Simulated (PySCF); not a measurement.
**MgTe: bond curves at several levels of theory**

The task here is to estimate one member of a computed series from the others.

Computed with PySCF 2.14.0. Level: Mg def2-SVP, Te def2-SVP with ECP28, scalar-relativistic core potentials.

The first run:

Settings of the job:

```json
{
  "atoms": "Mg, Te",
  "charge": "0",
  "basis": "Mg def2-SVP, Te def2-SVP with ECP28",
  "Hamiltonian": "scalar-relativistic core potentials",
  "basis functions": "44",
  "electrons treated": "36",
  "masses in u": "23.9850, 129.9062",
  "levels": "PBE0, PBE, r²SCAN, BP86, M06-2X, BHandHLYP, HF, MP2, SCS-MP2, CCSD, CCSD(T)",
  "grid": "80 radial by 434 angular points",
  "occupations": "held fixed by the projection of orbital angular momentum",
  "dissociation limit": "Mg + Te, each in its ground configuration",
  "starting distance in angstrom": "2.675",
  "values of 2S to try": "0, 2"
}
```

Run with:

```sh
$ OMP_NUM_THREADS=1 python dia.py task.json out
```

Among the steps run: Set-up; First curve: PBE0; Higher solutions at PBE0; PBE (GGA); r²SCAN (meta-GGA); BP86; M06-2X (hybrid meta-GGA); BHandHLYP; RHF (mean field); Correlated methods on the Hartree–Fock reference.

One of the session's tables, all rows but one given; the rest of the session is left out.

Energy (eV) from each level's lowest point:

```
R (Å)    RHF  RHF-MP2  RHF-SCS-MP2  RHF-CCSD  RHF-CCSD(T)
2.130  0.948    1.020        1.039       n/a          n/a
2.229  0.426    0.469        0.484     0.498        0.510
2.328  0.138    0.156        0.167     0.179        0.185
2.403  0.033    0.039        0.045     0.053        0.055
2.477  0.000    0.000        0.000     0.000        0.000
2.551      ?        ?            ?         ?            ?
2.650  0.103    0.123        0.102     0.067        0.068
2.774  0.261    0.328        0.286     0.214        0.219
2.923  0.485    0.636        0.565     0.443        0.455
3.121  0.782    1.070        0.960       n/a          n/a
```

**Question.** Estimate the row for R (Å) = 2.551.

Worked estimate for «RHF». A straight line through the neighbours (2.477, 0.000) and (2.650, 0.103) gives 0.000 + (0.103 − 0.000) × (2.551 − 2.477) / (2.650 − 2.477) = 0.044; a parabola fitted to 4 rows on both sides gives 0.025.

**Answer.** RHF: 0.020; RHF-MP2: 0.022; RHF-SCS-MP2: 0.014; RHF-CCSD: 0.002; RHF-CCSD(T): 0.001. In «RHF» the line misses by +0.024 and the parabola by +0.005.
